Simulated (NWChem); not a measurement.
**AlClF2 (SMILES [F][Al]([F])[Cl]): B3LYP/6-31G(d) (Cartesian functions), part 1 of 2**

What is the vertical singlet–triplet gap of AlClF2 at B3LYP/6-31G* (Cartesian functions)? 

The results are computed with NWChem 7.3.0.

5 further runs of the same task are left out: 1 that didn't finish, 4 set aside as unsound or not needed. Runs told in other sessions of the task aren't counted.

## Step 1: The structure to begin with

AlClF2: 4 atoms, total charge 0, spin state singlet. As SMILES, `[F][Al]([F])[Cl]`. Geometry: relaxed at PBE0-D4/def2-TZVP.

Bond lengths: F1–Al2 1.631 Å, Al2–F3 1.631 Å, Al2–Cl4 2.061 Å. Angles: F1–Al2–F3 119.0°, F1–Al2–Cl4 120.5°, F3–Al2–Cl4 120.5°.

## Step 2: Energy and gradient at B3LYP/6-31G(d) (Cartesian functions)

File alclf2.nw:

```
echo
START alclf2
memory 2200 mb

GEOMETRY units angstroms noautosym nocenter noautoz
  F        0.997200       0.721760       1.149640
  Al       0.069280      -0.050750       0.053570
  F        0.273490      -1.653820      -0.164660
  Cl      -1.339980       0.982810      -1.038560
END

BASIS
  * library 6-31G*
END

DFT
  xc b3lyp
  grid xfine
  convergence energy 1e-08
  iterations 100
  mulliken
END

TASK dft gradient
```

Launch:

```bash
$ nwchem alclf2.nw > alclf2.out
```

What it wrote:

```text
============================== echo of input deck ==============================
echo
START alclf2
memory 2200 mb

GEOMETRY units angstroms noautosym nocenter noautoz
  F        0.997200       0.721760       1.149640
  Al       0.069280      -0.050750       0.053570
  F        0.273490      -1.653820      -0.164660
  Cl      -1.339980       0.982810      -1.038560
END

BASIS
  * library 6-31G*
END

DFT
  xc b3lyp
  grid xfine
  convergence energy 1e-08
  iterations 100
  mulliken
END

TASK dft gradient
================================================================================

             Northwest Computational Chemistry Package (NWChem) 7.3.0
             --------------------------------------------------------

           Job information
           ---------------

    nwchem branch   = 7.3.0
    use scalapack   = T
    input           = alclf2.nw
    prefix          = alclf2.
    data base       = ./alclf2.db
    status          = startup
    nproc           =        1

           Memory information
           ------------------

    heap     =     72089596 doubles =      550.0 Mbytes
    stack    =     72089601 doubles =      550.0 Mbytes
    global   =    144179200 doubles =     1100.0 Mbytes (distinct from heap & stack)
    total    =    288358397 doubles =     2200.0 Mbytes
    verify   = yes
    hardfail = no

           Directory information
           ---------------------

  0 permanent = .
  0 scratch   = .

                                NWChem Input Module
                                -------------------

 Scaling coordinates for geometry "geometry" by  1.889725989
 (inverse scale =  0.529177249)

                             Geometry "geometry" -> ""
                             -------------------------

 Output coordinates in angstroms (scale by  1.889725989 to convert to a.u.)

  No.       Tag          Charge          X              Y              Z
 ---- ---------------- ---------- -------------- -------------- --------------
    1 F                    9.0000     0.99720000     0.72176000     1.14964000
    2 Al                  13.0000     0.06928000    -0.05075000     0.05357000
    3 F                    9.0000     0.27349000    -1.65382000    -0.16466000
    4 Cl                  17.0000    -1.33998000     0.98281000    -1.03856000

      Atomic Mass
      -----------

      F                 18.998400
      Al                26.981540
      Cl                34.968850

 Effective nuclear repulsion energy (a.u.)     198.3479495375

            Nuclear Dipole moment (a.u.)
            ----------------------------
        X                 Y               Z
 ---------------- ---------------- ----------------
   -19.7340494508    14.4743184150   -15.2959901721

            XYZ format geometry
            -------------------
     4
 geometry
 F                     0.99720000     0.72176000     1.14964000
 Al                    0.06928000    -0.05075000     0.05357000
 F                     0.27349000    -1.65382000    -0.16466000
 Cl                   -1.33998000     0.98281000    -1.03856000

 ==============================================================================
                                internuclear distances
 ------------------------------------------------------------------------------
       center one      |      center two      | atomic units |  angstroms
 ------------------------------------------------------------------------------
    2 Al               |   1 F                |     3.08157  |     1.63070
    3 F                |   2 Al               |     3.08156  |     1.63069
    4 Cl               |   2 Al               |     3.89440  |     2.06083
 ------------------------------------------------------------------------------
                         number of included internuclear distances:          3
 ==============================================================================

 ==============================================================================
                                 internuclear angles
 ------------------------------------------------------------------------------
        center 1       |       center 2       |       center 3       |  degrees
 ------------------------------------------------------------------------------
    1 F                |   2 Al               |   3 F                |   118.97
    1 F                |   2 Al               |   4 Cl               |   120.51
    3 F                |   2 Al               |   4 Cl               |   120.51
 ------------------------------------------------------------------------------
                            number of included internuclear angles:          3
 ==============================================================================

 Summary of "ao basis" -> "" (cartesian)
 ------------------------------------------------------------------------------
       Tag                 Description            Shells   Functions and Types
 ---------------- ------------------------------  ------  ---------------------
 *                           6-31G*                   on all atoms

                                 NWChem DFT Module
                                 -----------------

                      Basis "ao basis" -> "ao basis" (cartesian)
                      -----
  [basis functions not shown]

[... 18 lines left out ...]
  convergence criterion.
[... 1 line left out ...]
  convergence criterion.
[... 15 lines left out ...]
          Convergence on energy requested:  1.00D-08
          Convergence on density requested:  1.00D-05
          Convergence on gradient requested:  5.00D-04
[... 22 lines left out ...]
          Spatial weights used:  Erf1
[... 1 line left out ...]
          Convergence Information
[... 1 line left out ...]
          Convergence aids based upon iterative change in
          total energy or number of iterations.
[... 57 lines left out ...]
   convergence    iter        energy       DeltaE   RMS-Dens  Diis-err    time
[... 17 lines left out ...]
         Total DFT energy =     -902.526123302065
      One electron energy =    -1647.286390822164
           Coulomb energy =      614.472047117020
    Exchange-Corr. energy =      -68.059729134444
 Nuclear repulsion energy =      198.347949537523
[... 5 lines left out ...]
                       DFT Final Molecular Orbital Analysis
[... 477 lines left out ...]
     ---------------------------------------------
      Total Density - Mulliken Population Analysis
     ---------------------------------------------

    Atom       Charge   Shell Charges
 -----------   ------   -------------------------------------------------------
    1 F    9     9.42   1.99  0.94  3.31  0.97  2.15  0.06
    2 Al  13    11.94   2.00  1.99  5.97  0.73  0.92 -0.02  0.16  0.20
    3 F    9     9.42   1.99  0.94  3.31  0.97  2.15  0.06
    4 Cl  17    17.21   2.00  1.99  5.97  1.46  3.65  0.53  1.66 -0.03

     -------------------------------------------
      Total Density - Lowdin Population Analysis
     -------------------------------------------

    Atom       Charge   Shell Charges
 -----------   ------   -------------------------------------------------------
    1 F    9     9.32   1.98  0.85  3.19  0.52  2.28  0.50
    2 Al  13    12.26   2.00  1.96  5.88  0.27  0.92  0.11  0.37  0.76
    3 F    9     9.31   1.98  0.85  3.19  0.52  2.28  0.50
    4 Cl  17    17.11   2.00  1.98  5.91  0.65  3.36  0.43  2.01  0.77

 center of mass
 --------------
 x =  -0.39416314 y =   0.28910640 z =  -0.30551846

 moments of inertia (a.u.)
 ------------------
         550.566728672702         135.260161630549        -236.828338187596
         135.260161630549         498.841616496917          44.125499003123
        -236.828338187596          44.125499003123         615.114209514479

     Multipole analysis of the density
     ---------------------------------

     L   x y z        total         alpha         beta         nuclear
     -   - - -        -----         -----         ----         -------
     0   0 0 0     -0.000000    -24.000000    -24.000000     48.000000

     1   1 0 0     -0.021910      9.856070      9.856070    -19.734049
[... 8 lines of this table left out ...]
     2   0 0 2    -24.947239    -66.955007    -66.955007    108.962775

            General Information
            -------------------
          SCF calculation type: DFT
          Wavefunction type:  closed shell.
          No. of atoms     :     4
          No. of electrons :    48
           Alpha electrons :    24
            Beta electrons :    24
          Charge           :     0
          Spin multiplicity:     1
          Use of symmetry is: off; symmetry adaption is: off
          Maximum number of iterations: 100
          AO basis - number of functions:    68
                     number of shells:    28
          Convergence on energy requested:  1.00D-08
          Convergence on density requested:  1.00D-05
          Convergence on gradient requested:  5.00D-04

              XC Information
              --------------
                         B3LYP Method XC Potential
                     Hartree-Fock (Exact) Exchange  0.200
                        Slater Exchange Functional  0.800 local
                    Becke 1988 Exchange Functional  0.720 non-local
              Lee-Yang-Parr Correlation Functional  0.810
                  VWN I RPA Correlation Functional  0.190 local

             Grid Information
             ----------------
          Grid used for XC integration:  xfine
          Radial quadrature: Mura-Knowles
          Angular quadrature: Lebedev.
          Tag              B.-S. Rad. Rad. Pts. Rad. Cut. Ang. Pts.
          ---              ---------- --------- --------- ---------
          F                   0.50      100          10.0      1454
          Al                  1.25      125           8.0      1454
          Cl                  1.00      125          10.0      1454
          Grid pruning is: on
          Number of quadrature shells:   450
          Spatial weights used:  Erf1

          Convergence Information
          -----------------------
          Convergence aids based upon iterative change in
          total energy or number of iterations.
          Levelshifting, if invoked, occurs when the
          HOMO/LUMO gap drops below (HL_TOL):  1.00D-02
          DIIS, if invoked, will attempt to extrapolate
          using up to (NFOCK): 10 stored Fock matrices.

                    Damping( 0%)  Levelshifting(0.5)       DIIS
                  --------------- ------------------- ---------------
          dE  on:    start            ASAP                start
          dE off:    2 iters        100 iters           100 iters

      Screening Tolerance Information
      -------------------------------
          Density screening/tol_rho:  1.00D-11
          AO Gaussian exp screening on grid/accAOfunc:  18
          CD Gaussian exp screening on grid/accCDfunc:  20
          XC Gaussian exp screening on grid/accXCfunc:  20
          Schwarz screening/accCoul:  1.00D-09

                            NWChem DFT Gradient Module
                            --------------------------

  charge          =   0.00
  wavefunction    = closed shell

                         DFT ENERGY GRADIENTS

    atom               coordinates                        gradient
                 x          y          z           x          y          z
   1 F       1.884435   1.363929   2.172505   -0.003987  -0.003129  -0.004653
   2 Al      0.130920  -0.095904   0.101233   -0.000418   0.000311  -0.000339
   3 F       0.516821  -3.125267  -0.311162   -0.000974   0.006765   0.000820
   4 Cl     -2.532195   1.857242  -1.962594    0.005378  -0.003947   0.004172

                 ----------------------------------------
                 |  Time  |  1-e(secs)   |  2-e(secs)   |
                 ----------------------------------------
                 |  CPU   |       0.00   |       1.89   |
                 ----------------------------------------
                 |  WALL  |       0.00   |       1.89   |
                 ----------------------------------------

 Task  times  cpu:        8.0s     wall:        8.0s
 Total times  cpu:        8.0s     wall:        8.0s
```

It took 8.7 s on 1 thread of AMD EPYC 9B45 (Zen 5), shared host; peak memory 0.13 GiB.

(Continued in part 2 of 2.)
